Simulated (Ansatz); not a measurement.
**C₈H₁₈O: a ladder of functionals and wavefunction methods**

The task here is to estimate one member of a computed series from the others.

Program: Ansatz 0.2.0, Gaussian basis. Level of theory: functionals in def2-TZVPP, the program's frozen cores in correlated methods. These are calculated values, not measurements.

Levels to be run: LDA (SPW92), PBE-D4, revPBE-D4, BLYP-D4, r2SCAN-D4, B97M-V, PBE0-D4, B3LYP-D4, r2SCANh-D4, r2SCAN0-D4, HSE06-D4, BHLYP-D4, CAM-B3LYP-D4, LC-ωPBE, ωB97X-V, ωB97M-V, B2PLYP, PBE-QIDH; CCSD(T)/def2-SVP; CCSD(T)/def2-TZVPP; MP2/def2-QZVPP; extrapolation to the limit; RPA on PBE.

## The geometry

An earlier PBE0-D4 in a triple-zeta def2 set relaxation fixed the geometry.

SMILES `CCCCCCCCO`, 27 atoms, charge 0, spin multiplicity 1.

Atoms are counted from 1 here; the program's logs count them from 0.

Bond lengths: C1–C2 1.520 Å, C1–H10 1.092 Å, C1–H11 1.092 Å, C1–H12 1.094 Å, C2–C3 1.523 Å, C2–H13 1.095 Å, C2–H14 1.097 Å, C3–C4 1.521 Å, C3–H15 1.098 Å, C3–H16 1.096 Å, C4–C5 1.521 Å, C4–H17 1.098 Å, C4–H18 1.094 Å, C5–C6 1.522 Å, C5–H19 1.096 Å, C5–H20 1.098 Å, C6–C7 1.520 Å, C6–H21 1.096 Å and more. Angles: C2–C1–H10 111.9°, C2–C1–H11 111.2°, C2–C1–H12 111.0°, H10–C1–H11 107.4°, H10–C1–H12 107.6°, H11–C1–H12 107.6°, C1–C2–C3 114.1°, C1–C2–H13 109.0°, C1–C2–H14 109.5°, C3–C2–H13 108.8°, C3–C2–H14 109.1°, H13–C2–H14 106.0°, C2–C3–C4 114.5°, C2–C3–H15 109.2°, C2–C3–H16 109.0°, C4–C3–H15 109.2°, C4–C3–H16 108.7°, H15–C3–H16 106.0° and more.

Coordinates:

```xyz
27
C8H18O
C    -2.1927   -2.6175   -0.9875
C    -2.4513   -1.3070   -1.7136
C    -2.1230   -0.0664   -0.8931
C    -0.6493    0.0920   -0.5534
C    -0.3552    1.3745    0.2097
C     1.1207    1.6137    0.4968
C     1.7423    0.6136    1.4586
C     3.2117    0.8753    1.7290
O     4.0176    0.7825    0.5708
H    -1.1347   -2.7494   -0.7496
H    -2.4995   -3.4731   -1.5936
H    -2.7503   -2.6604   -0.0471
H    -3.5046   -1.2651   -2.0102
H    -1.8739   -1.2844   -2.6455
H    -2.7073   -0.0830    0.0360
H    -2.4546    0.8227   -1.4420
H    -0.0619    0.0826   -1.4811
H    -0.3125   -0.7709    0.0294
H    -0.7451    2.2213   -0.3667
H    -0.9159    1.3695    1.1535
H     1.2464    2.6191    0.9153
H     1.6843    1.6058   -0.4419
H     1.6333   -0.4082    1.0736
H     1.2049    0.6345    2.4151
H     3.3488    1.8959    2.0981
H     3.5760    0.1948    2.5111
H     3.9459   -0.1123    0.2283
```

Set-up of the first run:

in.yaml reads:

```yaml
crystal:
  periodic: [false, false, false]
  atoms:
    - {symbol: C, position_ang: [-2.192694, -2.617544, -0.987499]}
    - {symbol: C, position_ang: [-2.451335, -1.307045, -1.713584]}
    - {symbol: C, position_ang: [-2.122963, -0.066351, -0.893074]}
    - {symbol: C, position_ang: [-0.649285, 0.092012, -0.553358]}
    - {symbol: C, position_ang: [-0.355232, 1.374473, 0.209738]}
    - {symbol: C, position_ang: [1.120683, 1.613667, 0.496828]}
    - {symbol: C, position_ang: [1.742256, 0.613559, 1.458576]}
    - {symbol: C, position_ang: [3.211679, 0.875339, 1.729020]}
    - {symbol: O, position_ang: [4.017628, 0.782548, 0.570786]}
    - {symbol: H, position_ang: [-1.134665, -2.749428, -0.749613]}
    - {symbol: H, position_ang: [-2.499473, -3.473101, -1.593604]}
    - {symbol: H, position_ang: [-2.750348, -2.660434, -0.047056]}
    - {symbol: H, position_ang: [-3.504574, -1.265105, -2.010216]}
    - {symbol: H, position_ang: [-1.873931, -1.284361, -2.645501]}
    - {symbol: H, position_ang: [-2.707314, -0.082990, 0.035991]}
    - {symbol: H, position_ang: [-2.454634, 0.822653, -1.442015]}
    - {symbol: H, position_ang: [-0.061860, 0.082612, -1.481087]}
    - {symbol: H, position_ang: [-0.312496, -0.770897, 0.029409]}
    - {symbol: H, position_ang: [-0.745105, 2.221341, -0.366657]}
    - {symbol: H, position_ang: [-0.915856, 1.369510, 1.153456]}
    - {symbol: H, position_ang: [1.246387, 2.619080, 0.915250]}
    - {symbol: H, position_ang: [1.684345, 1.605777, -0.441888]}
    - {symbol: H, position_ang: [1.633270, -0.408225, 1.073594]}
    - {symbol: H, position_ang: [1.204866, 0.634512, 2.415051]}
    - {symbol: H, position_ang: [3.348805, 1.895881, 2.098084]}
    - {symbol: H, position_ang: [3.575980, 0.194760, 2.511055]}
    - {symbol: H, position_ang: [3.945866, -0.112250, 0.228328]}
basis:
  gaussian: {orbitals: def2-TZVPP}
hamiltonian: {xc: lda}
output: {orbitals: {seedname: orbitals}}
```

Run with:

```
> ansatz run in.yaml --threads 5 --pin off --events-out ev --progress --plain --max-ram 66560MiB --backend cuda --devices 0, --max-vram 37GiB
```

Among the steps run: LDA; PBE-D4 (GGA); revPBE-D4 (GGA); BLYP-D4 (GGA); r2SCAN-D4 (meta-GGA); B97M-V (meta-GGA); B3LYP-D4 (hybrid); r2SCANh-D4 (hybrid); r2SCAN0-D4 (hybrid); HSE06-D4 (hybrid); BHLYP-D4 (hybrid); CAM-B3LYP-D4 (range-separated); LC-ωPBE (range-separated); ωB97X-V (range-separated); ωB97M-V (range-separated); B2PLYP (double hybrid); PBE-QIDH (double hybrid).

One table of the session follows, with a row left open; its other results are not shown here.

It belongs to the step «Orbital energies across the functionals». 

| functional | HOMO (eV) | LUMO (eV) | gap (eV) |
| --- | --- | --- | --- |
| LDA (SPW92) | -6.25 | -0.03 | 6.21 |
| PBE-D4 | -6.10 | 0.14 | 6.24 |
| revPBE-D4 | -6.03 | 0.24 | 6.27 |
| BLYP-D4 | -6.03 | 0.12 | 6.15 |
| r2SCAN-D4 | -6.43 | 0.86 | 7.29 |
| B97M-V | -6.61 | 0.33 | 6.94 |
| PBE0-D4 | -7.72 | 0.98 | 8.70 |
| B3LYP-D4 | -7.49 | 0.63 | 8.12 |
| r2SCANh-D4 | -7.05 | 1.10 | 8.15 |
| r2SCAN0-D4 | -7.96 | 1.44 | 9.40 |
| HSE06-D4 | ? | ? | ? |
| BHLYP-D4 | -9.29 | 1.58 | 10.87 |
| CAM-B3LYP-D4 | -9.22 | 1.72 | 10.94 |
| LC-ωPBE | -10.54 | 3.04 | 13.58 |
| ωB97X-V | -10.22 | 2.82 | 13.04 |
| ωB97M-V | -10.15 | 2.37 | 12.53 |

Q: Estimate the row for HSE06-D4 from the others.

The run gave: HOMO (eV): -7.32; LUMO (eV): 0.61; gap (eV): 7.92. In the column «HOMO (eV)» it lies between B3LYP-D4 (-7.49) and r2SCANh-D4 (-7.05).
